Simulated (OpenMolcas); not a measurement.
# InCl3 (SMILES [Cl][In]([Cl])[Cl]) at 6 levels

We compute a comparison of 6 runs (HF/3-21G, BHLYP/def2-SVP, BLYP/def2-SVP, SVWN5/def2-SVP, MP2/def2-SVP, CCSD(T)/def2-SVP) of InCl3. 

The calculation is run with OpenMolcas 26.06.

**1. The structure to begin with**

InCl3 has 4 atoms, charge 0, and is taken as a singlet. SMILES: `[Cl][In]([Cl])[Cl]`. The coordinates come from a PBE0-D4/def2-TZVP relaxation.

Bond lengths: Cl1–In2 2.293 Å, In2–Cl3 2.293 Å, In2–Cl4 2.293 Å. Angles: Cl1–In2–Cl3 120.0°, Cl1–In2–Cl4 120.0°, Cl3–In2–Cl4 120.0°.

**2. Energy and forces at HF/3-21G (run 1)**

geom.xyz

```xyz
4

Cl    -0.202900     0.521500     2.213600
In     0.014400    -0.014800    -0.005300
Cl     1.015900    -1.985200    -0.615300
Cl    -0.772000     1.418300    -1.613200
```

job.inp

```
>>> EXPORT MOLCAS_PRINT=2

&GATEWAY
 BasLib=$CurrDir
 Coord=geom.xyz
 Basis=3-21G
 Group=NoSym

&SEWARD

&SCF
 Thresholds=1e-10 1e-07 1e-07 1e-05
 PrOrbitals=0

&ALASKA
```

The basis set 3-21G is read from a file made from the Basis Set Exchange's data (not shown).

The run is started by

```console
$ export MOLCAS_MEM=1860
$ pymolcas job.inp > job.log
```

Output:

```text
--- Start Module: gateway ---
[...]
--- Stop Module: gateway /rc=_RC_ALL_IS_WELL_ ---
[...]
      Basis functions           70
[...]
--- Start Module: scf ---
[...]
       Convergence after  11 Iterations
[...]
::    Total SCF energy                              -7086.8204108015
[...]
      Total spin, S                                     0.0000000000
[...]
      Total electronic charge=  100.000000
      Total            charge=   -0.000000
[...]
      Dipole Moment (debye):
      Origin of the operator (angstrom)=    0.0141   -0.0150   -0.0051
                   X=  5.3556E-03               Y=  2.3225E-03               Z= -3.0465E-03           Total=  6.5846E-03
      Quadrupole Moment (debye*angstrom):
[...]
--- Stop Module: scf /rc=_RC_ALL_IS_WELL_ ---
[...]
--- Start Module: alaska ---
[...]
 *              Molecular gradients               *
 **************************************************
  Irreducible representation: a
 ------------------------------------------------------------------------------------------
                              X                       Y                       Z
 ------------------------------------------------------------------------------------------
  CL1               2.82286697500744E-03   -6.99938386810395E-03   -2.89297154392827E-02
  IN2               9.85451777527763E-06   -1.06548100083162E-05   -6.33237830722153E-05
  CL3              -1.30943299839643E-02    2.57355616936010E-02    7.97877875131903E-03
  CL4               1.02616084911915E-02   -1.87255230154051E-02    2.10142604710910E-02
 ------------------------------------------------------------------------------------------
--- Stop Module: alaska /rc=_RC_ALL_IS_WELL_ ---
[...]
```

Wall time 4.5 s (1 thread of Arm Neoverse V2, shared host); peak memory 0.41 GiB.

**3. Energy and gradient at BHLYP/def2-SVP (core potential) (run 2)**

run.inp

```
* Cl3In Kohn-Sham DFT

&GATEWAY
  BasLib = $CurrDir
  Coord
  4
  bohr
  Cl    -0.38342543     0.98549217     4.18309775
  In     0.02721206    -0.02796795    -0.01001555
  Cl     1.91977277    -3.75148430    -1.16274848
  Cl    -1.45886857     2.68019856    -3.04850618
  Basis = def2-SVP
  Group = NoSym

&SEWARD
  GridInput
  Grid=UltraFine
  End of Grid

&SCF
  KSDFT = HYB_GGA_XC_BHANDHLYP
  Thresholds = 1e-10 1e-07 1e-07 1e-05
  PrOrbitals = 1

&ALASKA
```

The basis set def2-SVP is read from a file made from the Basis Set Exchange's data (not shown).

The run is started by

```console
$ export MOLCAS_MEM=1860
$ pymolcas run.inp > run.log
```

Output:

```text
--- Start Module: gateway ---
[...]
--- Stop Module: gateway /rc=_RC_ALL_IS_WELL_ ---
[...]
      Basis functions           80
[...]
--- Start Module: scf ---
[...]
       Convergence after  12 Iterations
[...]
::    Total KS-DFT energy                           -1570.3697518884
[...]
      Total spin, S                                     0.0000000000
[...]
      Total electronic charge=   72.000000
      Total            charge=   -0.000000
[...]
      Dipole Moment (debye):
      Origin of the operator (angstrom)=    0.0141   -0.0150   -0.0051
                   X=  3.4975E-03               Y=  1.4258E-03               Z= -2.4023E-03           Total=  4.4762E-03
      Quadrupole Moment (debye*angstrom):
[...]
--- Stop Module: scf /rc=_RC_ALL_IS_WELL_ ---
[...]
--- Start Module: alaska ---
[...]
 *              Molecular gradients               *
 **************************************************
  Irreducible representation: a
 ------------------------------------------------------------------------------------------
                              X                       Y                       Z
 ------------------------------------------------------------------------------------------
  CL1               8.03506886953631E-04   -2.01442695332865E-03   -8.30897165496580E-03
  IN2               2.69665445538185E-05    2.20162713257879E-06   -6.72528327421542E-05
  CL3              -3.78076903338176E-03    7.41287521901057E-03    2.31107579879719E-03
  CL4               2.95029560187210E-03   -5.40064989284161E-03    6.06514868893981E-03
 ------------------------------------------------------------------------------------------
--- Stop Module: alaska /rc=_RC_ALL_IS_WELL_ ---
[...]
```

Run time: 13 s. Hardware: 1 thread of Arm Neoverse V2, shared host; peak memory 0.45 GiB.

Runs 3 to 4 aren't shown in full; the table further down has their settings and results.

**4. The energy at MP2/def2-SVP (core potential) (run 5)**

run.input

```
&GATEWAY
BasLib = $CurrDir
Coord
4
angstrom
Cl      -0.202900       0.521500       2.213600
In       0.014400      -0.014800      -0.005300
Cl       1.015900      -1.985200      -0.615300
Cl      -0.772000       1.418300      -1.613200
Basis = def2-SVP
Group = NoSym
&SEWARD
&SCF
Thresholds = 1e-10 1e-07 1e-07 1e-05
PrOrbitals = 1 1
&MBPT2
Frozen = 19
```

The basis set def2-SVP is read from a file made from the Basis Set Exchange's data (not shown).

The run is started by

```console
$ export MOLCAS_MEM=1860
$ pymolcas run.input > run.log
```

Output:

```text
--- Start Module: gateway ---
[...]
--- Stop Module: gateway /rc=_RC_ALL_IS_WELL_ ---
[...]
      Basis functions           80
[...]
--- Start Module: scf ---
[...]
       Convergence after  12 Iterations
[...]
::    Total SCF energy                              -1567.4367591733
[...]
      Total spin, S                                     0.0000000000
[...]
      Total electronic charge=   72.000000
      Total            charge=   -0.000000
[...]
      Dipole Moment (debye):
      Origin of the operator (angstrom)=    0.0141   -0.0150   -0.0051
                   X=  4.2170E-03               Y=  1.7645E-03               Z= -2.6917E-03           Total=  5.3048E-03
      Quadrupole Moment (debye*angstrom):
[...]
--- Stop Module: scf /rc=_RC_ALL_IS_WELL_ ---
[...]
--- Start Module: mbpt2 ---
[...]
WARNING!
Default frozen orbitals as non valence orbitals is overwritten by user input.
Default values:  15
[...]
       Reference weight ( Cref**2 )         =        0.85118
::    Total MBPT2 energy                            -1567.9044781433
[...]
      Total MBPT2 calculations                           0.21      0.23
--- Stop Module: mbpt2 /rc=_RC_ALL_IS_WELL_ ---
[...]
```

It took 4.2 s on 1 thread of Arm Neoverse V2, shared host; peak memory 0.45 GiB.

**5. The energy at CCSD(T)/def2-SVP (core potential) (run 6)**

job.input

```
* Cl3In CCSD(T)

&GATEWAY
  BasLib
  $CurrDir
  Coord
  4
  angstrom
  Cl      -0.202900       0.521500       2.213600
  In       0.014400      -0.014800      -0.005300
  Cl       1.015900      -1.985200      -0.615300
  Cl      -0.772000       1.418300      -1.613200
  Basis
  def2-SVP
  Group
  NoSym

&SEWARD

&SCF
  Thresholds
  1e-10 1e-07 1e-07 1e-05
  PrOrbitals
  1 2

&RASSCF
  FileOrb
  $Project.ScfOrb
  Spin
  1
  Nactel
  0 0 0
  Inactive
  36
  Ras2
  0
  OutOrbitals
  Canonical
  OrbListing
  Nothing

&MOTRA
  JobIph
  Frozen
  19

&CCSDT
  CCT
  Triples
  2
  Iterations
  80
  Accuracy
  1e-08
  Extrapolation
  5 4
```

The basis set def2-SVP is read from a file made from the Basis Set Exchange's data (not shown).

The run is started by

```console
$ export MOLCAS_MEM=1860
$ pymolcas job.input > job.log
```

Output:

```text
--- Start Module: gateway ---
[...]
--- Stop Module: gateway /rc=_RC_ALL_IS_WELL_ ---
[...]
      Basis functions           80
[...]
       Convergence after  12 Iterations
[...]
::    Total SCF energy                              -1567.4367591733
[...]
      Total spin, S                                     0.0000000000
[...]
      Number of active orbitals                  0
[...]
      Spin quantum number                      0.0
[...]
      Active orbitals                            0
[...]
      Number of CSFs                             1
[...]
      Number of root(s) required                 1
[...]
      Convergence after  4 iterations
[...]
      Natural orbitals and occupation numbers for root  1
      ************************************************************************************************************************
      *                                                    Final results                                                     *
      ************************************************************************************************************************
[...]
::    RASSCF root number  1 Total energy:  -1567.43675917
[...]
      Total electronic charge=   72.000000
      Total            charge=   -0.000000
[...]
      Dipole Moment (debye):
      Origin of the operator (angstrom)=    0.0141   -0.0150   -0.0051
                   X=  4.2170E-03               Y=  1.7645E-03               Z= -2.6917E-03           Total=  5.3048E-03
      Quadrupole Moment (debye*angstrom):
[...]
--- Start Module: motra ---
[...]
      *** WARNING: Default frozen orbitals is overwritten by user input.
      *** Default values:  15
[...]
--- Stop Module: motra /rc=_RC_ALL_IS_WELL_ ---
--- Start Module: ccsdt ---
[...]
      Convergence after                    14  Iterations
      Total energy (diff) :   -1567.94217428       0.00000001
[...]
 METHOD                       : CCSD+T(CCSD)+<T3(1)WT1> = CCSD(T)
[...]
       CCSD     =     -1567.9421742754905
[...]
--- Stop Module: ccsdt /rc=_RC_ALL_IS_WELL_ ---
[...]
```

Wall time 42 s (1 thread of Arm Neoverse V2, shared host); peak memory 0.45 GiB.

**6. Overview of the runs**

```csv
run,level,integration grid,task,energy (Eh),dipole moment (D) of the reference,HOMO energy (eV),LUMO energy (eV),wall time
1,HF/3-21G,–,gradient,-7086.820411,0.01,-13.02,-0.04,4.5 s
2,BHLYP/def2-SVP (core potential),UltraFine,gradient,-1570.369752,0.00,-10.50,-1.80,13 s
3,BLYP/def2-SVP (core potential),UltraFine,gradient,-1570.379543,0.00,-7.53,-3.46,14 s
4,SVWN5/def2-SVP (core potential),UltraFine,gradient,-1565.682269,0.00,-7.89,-3.87,11 s
5,MP2/def2-SVP (core potential),–,energy,-1567.904478,0.01,-12.64,0.79,4.2 s
6,CCSD(T)/def2-SVP (core potential),–,energy,-1567.953741,0.01,-12.64,0.79,42 s
```

**7. Results**

```
                                           quantity           value
                                run 6: total energy  -1567.95374 Eh
          run 6: dipole moment (mean-field density)          0.01 D
         run 6: HOMO energy (Hartree–Fock orbitals)       -12.64 eV
         run 6: LUMO energy (Hartree–Fock orbitals)         0.79 eV
       run 6: HOMO–LUMO gap (Hartree–Fock orbitals)        13.43 eV
run 6: correlation energy (19 core orbitals frozen)      -517.0 mEh
                              run 6: (T) correction      -11.57 mEh
```

**Reading.** Over runs 1, 2, 3, 4 the HOMO–LUMO gap runs from 4.03 eV (SVWN5/def2-SVP) to 12.98 eV (HF/3-21G). The two ends differ in method and basis and core potential. Totals of different functionals can't be ranked against each other. Some runs of one species differ in core potentials or relativity; totals across that change don't compare. In run 1 relativity is left out where basis or elements ask for it. All runs together took 88 s, the longest 42 s.
